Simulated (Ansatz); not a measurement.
# C₂H₁₀OSi₂: how energies converge with the basis set

One table from this session's results is given with a row withheld; the runs are named, their logs left out.

Method: one geometry, several basis sets; program: Ansatz 0.2.0, Gaussian basis.

Levels to be run: PBE0-D4/def2-SVP; ωB97M-V/def2-SVP; PBE0-D4/def2-QZVPP; ωB97M-V/def2-QZVPP; the functionals' def2-TZVPP values are taken from earlier runs.

## The geometry

All runs share one geometry, relaxed beforehand with PBE0-D4 in a triple-zeta def2 set.

SMILES `O[SiH2]CC[SiH3]`, 15 atoms, charge 0, spin multiplicity 1.

Atoms are counted from 1 here; the program's logs count them from 0.

Bond lengths: O1–Si2 1.650 Å, O1–H6 0.959 Å, Si2–C3 1.874 Å, Si2–H7 1.484 Å, Si2–H8 1.494 Å, C3–C4 1.534 Å, C3–H9 1.098 Å, C3–H10 1.096 Å, C4–Si5 1.878 Å, C4–H11 1.097 Å, C4–H12 1.096 Å, Si5–H13 1.487 Å, Si5–H14 1.487 Å, Si5–H15 1.494 Å. Angles: Si2–O1–H6 117.3°, O1–Si2–C3 113.3°, O1–Si2–H7 105.3°, O1–Si2–H8 110.7°, C3–Si2–H7 109.5°, C3–Si2–H8 108.1°, H7–Si2–H8 109.8°, Si2–C3–C4 116.3°, Si2–C3–H9 106.0°, Si2–C3–H10 107.9°, C4–C3–H9 109.7°, C4–C3–H10 110.7°, H9–C3–H10 105.7°, C3–C4–Si5 116.1°, C3–C4–H11 110.3°, C3–C4–H12 110.5°, Si5–C4–H11 106.2°, Si5–C4–H12 107.6° and more.

The first run:

File in.yaml:

```yaml
crystal:
  periodic: [false, false, false]
  atoms:
    - {symbol: O, position_ang: [-1.575347, 1.267226, -1.187274]}
    - {symbol: Si, position_ang: [-0.754110, -0.073780, -1.685685]}
    - {symbol: C, position_ang: [-0.231314, -1.190407, -0.275048]}
    - {symbol: C, position_ang: [0.921254, -0.683710, 0.600640]}
    - {symbol: Si, position_ang: [0.561829, 0.840916, 1.636423]}
    - {symbol: H, position_ang: [-1.084123, 1.924487, -0.690656]}
    - {symbol: H, position_ang: [-1.694708, -0.801864, -2.572253]}
    - {symbol: H, position_ang: [0.468976, 0.310135, -2.452054]}
    - {symbol: H, position_ang: [0.045859, -2.148530, -0.734652]}
    - {symbol: H, position_ang: [-1.117746, -1.400160, 0.334961]}
    - {symbol: H, position_ang: [1.236836, -1.464404, 1.303072]}
    - {symbol: H, position_ang: [1.802557, -0.465963, -0.013869]}
    - {symbol: H, position_ang: [1.693626, 1.116063, 2.560637]}
    - {symbol: H, position_ang: [-0.685260, 0.667836, 2.427817]}
    - {symbol: H, position_ang: [0.389970, 2.051156, 0.777342]}
basis:
  gaussian: {orbitals: def2-SVP}
hamiltonian: {xc: pbe0, dispersion: d4}
output: {orbitals: {seedname: orbitals}}
```

Launch:

```bash
ansatz run in.yaml --threads 2 --pin off --events-out ev --progress --plain --max-ram 32768MiB --backend cpu
```

Among the steps run: PBE0-D4 in def2-SVP; ωB97M-V in def2-SVP; PBE0-D4 in def2-QZVPP; ωB97M-V in def2-QZVPP.

One table of the session follows, with a row left open; its other results are not shown here.

It belongs to the step «Density functionals: the series». 

```
functional       basis  HOMO (eV)  LUMO (eV)
   PBE0-D4    def2-SVP          ?          ?
   PBE0-D4  def2-TZVPP      -8.07       0.23
   PBE0-D4  def2-QZVPP      -8.09       0.04
   ωB97M-V    def2-SVP     -10.23       2.45
   ωB97M-V  def2-TZVPP     -10.33       1.84
   ωB97M-V  def2-QZVPP     -10.34       1.43
```

**Question.** Estimate the row for PBE0-D4, def2-SVP.

The run gave: HOMO (eV): -7.99; LUMO (eV): 0.64. In the column «HOMO (eV)» it is the highest.
